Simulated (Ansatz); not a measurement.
# C3H9ClGeOSe: up Jacob's ladder to CCSD(T)

An exercise on one series of results from a longer session: the logs are not shown, and one member is left open.

Method: functionals in def2-TZVPP, the program's frozen cores in correlated methods; program: Ansatz 0.2.0, Gaussian basis.

The runs, in order: LDA (SPW92), PBE-D4, revPBE-D4, BLYP-D4, r2SCAN-D4, B97M-V, PBE0-D4, B3LYP-D4, r2SCANh-D4, r2SCAN0-D4, HSE06-D4, BHLYP-D4, CAM-B3LYP-D4, LC-ωPBE, ωB97X-V, ωB97M-V, B2PLYP, PBE-QIDH; CCSD(T)/def2-SVP; CCSD(T)/def2-TZVPP; MP2/def2-QZVPP; extrapolation to the limit; RPA on PBE.

### The relaxed structure

The geometry comes from an earlier relaxation with PBE0-D4 in a triple-zeta def2 set; it is a stationary point, not always the lowest conformer.

SMILES `C[O][Ge]([CH3])([Cl])[Se]C`, 16 atoms, charge 0, spin multiplicity 1.

Atoms are counted from 1 here; the program's logs count them from 0.

Bond lengths: C1–O2 1.413 Å, C1–H8 1.095 Å, C1–H9 1.092 Å, C1–H10 1.096 Å, O2–Ge3 1.762 Å, Ge3–C4 1.930 Å, Ge3–Cl5 2.174 Å, Ge3–Se6 2.344 Å, C4–H11 1.090 Å, C4–H12 1.090 Å, C4–H13 1.090 Å, Se6–C7 1.957 Å, C7–H14 1.087 Å, C7–H15 1.088 Å, C7–H16 1.089 Å. Angles: O2–C1–H8 111.4°, O2–C1–H9 107.5°, O2–C1–H10 112.0°, H8–C1–H9 108.7°, H8–C1–H10 108.5°, H9–C1–H10 108.6°, C1–O2–Ge3 120.9°, O2–Ge3–C4 106.7°, O2–Ge3–Cl5 108.3°, O2–Ge3–Se6 107.8°, C4–Ge3–Cl5 108.4°, C4–Ge3–Se6 117.4°, Cl5–Ge3–Se6 107.9°, Ge3–C4–H11 109.0°, Ge3–C4–H12 109.0°, Ge3–C4–H13 109.9°, H11–C4–H12 109.9°, H11–C4–H13 109.5° and more.

As a file:

```mol
C3H9ClGeOSe
  3D, bonds by distance, orders not assigned

 16 15  0  0  0  0  0  0  0  0999 V2000
   -0.3476   -0.8608   -2.6258 C   0  0
   -0.5207   -1.3805   -1.3238 O   0  0
    0.0461   -0.4905    0.0879 Ge  0  0
   -0.1699   -1.6621    1.6064 C   0  0
    2.1667   -0.0825   -0.1663 Cl  0  0
   -1.0801    1.5642    0.1407 Se  0  0
    0.2027    2.5443    1.2461 C   0  0
    0.7115   -0.8188   -2.9014 H   0  0
   -0.8633   -1.5291   -3.3180 H   0  0
   -0.7731    0.1439   -2.7266 H   0  0
   -1.2243   -1.9193    1.7083 H   0  0
    0.4177   -2.5658    1.4437 H   0  0
    0.1720   -1.1622    2.5122 H   0  0
    1.1922    2.4905    0.7989 H   0  0
    0.2150    2.1529    2.2608 H   0  0
   -0.1449    3.5759    1.2570 H   0  0
  1  2  8  0
  2  3  8  0
  3  4  8  0
  3  5  8  0
  3  6  8  0
  6  7  8  0
  1  8  8  0
  1  9  8  0
  1 10  8  0
  4 11  8  0
  4 12  8  0
  4 13  8  0
  7 14  8  0
  7 15  8  0
  7 16  8  0
M  END
```

Set-up of the first run:

in.yaml reads:

```yaml
crystal:
  periodic: [false, false, false]
  atoms:
    - {symbol: C, position_ang: [-0.347566, -0.860801, -2.625835]}
    - {symbol: O, position_ang: [-0.520706, -1.380482, -1.323833]}
    - {symbol: Ge, position_ang: [0.046055, -0.490482, 0.087851]}
    - {symbol: C, position_ang: [-0.169891, -1.662122, 1.606428]}
    - {symbol: Cl, position_ang: [2.166697, -0.082479, -0.166322]}
    - {symbol: Se, position_ang: [-1.080069, 1.564230, 0.140693]}
    - {symbol: C, position_ang: [0.202707, 2.544282, 1.246121]}
    - {symbol: H, position_ang: [0.711510, -0.818847, -2.901353]}
    - {symbol: H, position_ang: [-0.863329, -1.529147, -3.317987]}
    - {symbol: H, position_ang: [-0.773089, 0.143874, -2.726616]}
    - {symbol: H, position_ang: [-1.224334, -1.919343, 1.708310]}
    - {symbol: H, position_ang: [0.417727, -2.565754, 1.443650]}
    - {symbol: H, position_ang: [0.172037, -1.162183, 2.512158]}
    - {symbol: H, position_ang: [1.192154, 2.490453, 0.798852]}
    - {symbol: H, position_ang: [0.214978, 2.152940, 2.260836]}
    - {symbol: H, position_ang: [-0.144880, 3.575890, 1.257027]}
basis:
  gaussian: {orbitals: def2-TZVPP}
hamiltonian: {xc: lda}
output: {orbitals: {seedname: orbitals}}
```

Started as:

```
> ansatz run in.yaml --threads 4 --pin off --events-out ev --progress --plain --max-ram 66560MiB --backend cuda --devices 0, --max-vram 37GiB
```

Steps of the session up to this table: LDA; PBE-D4 (GGA); revPBE-D4 (GGA); BLYP-D4 (GGA); r2SCAN-D4 (meta-GGA); B97M-V (meta-GGA); B3LYP-D4 (hybrid); r2SCANh-D4 (hybrid); r2SCAN0-D4 (hybrid); HSE06-D4 (hybrid); BHLYP-D4 (hybrid); CAM-B3LYP-D4 (range-separated); LC-ωPBE (range-separated); ωB97X-V (range-separated); ωB97M-V (range-separated); B2PLYP (double hybrid); PBE-QIDH (double hybrid).

One of the session's tables, all rows but one given; the rest of the session is left out.

It belongs to the step «Frontier levels by functional». 

```
  functional  HOMO (eV)  gap (eV)
 LDA (SPW92)          ?         ?
      PBE-D4      -5.60      4.17
   revPBE-D4      -5.54      4.22
     BLYP-D4      -5.43      4.09
   r2SCAN-D4      -5.87      4.65
      B97M-V      -5.96      4.80
     PBE0-D4      -6.77      6.21
    B3LYP-D4      -6.53      5.72
  r2SCANh-D4      -6.30      5.40
  r2SCAN0-D4      -6.94      6.51
    HSE06-D4      -6.37      5.44
    BHLYP-D4      -7.78      8.15
CAM-B3LYP-D4      -8.06      8.50
     LC-ωPBE      -9.42     11.04
     ωB97X-V      -9.08     10.58
     ωB97M-V      -8.94     10.24
```

Q: Estimate the row for LDA (SPW92) from the others.

**Answer.** HOMO (eV): -5.74; gap (eV): 4.05. In the column «HOMO (eV)» it lies between r2SCAN-D4 (-5.87) and PBE-D4 (-5.60).
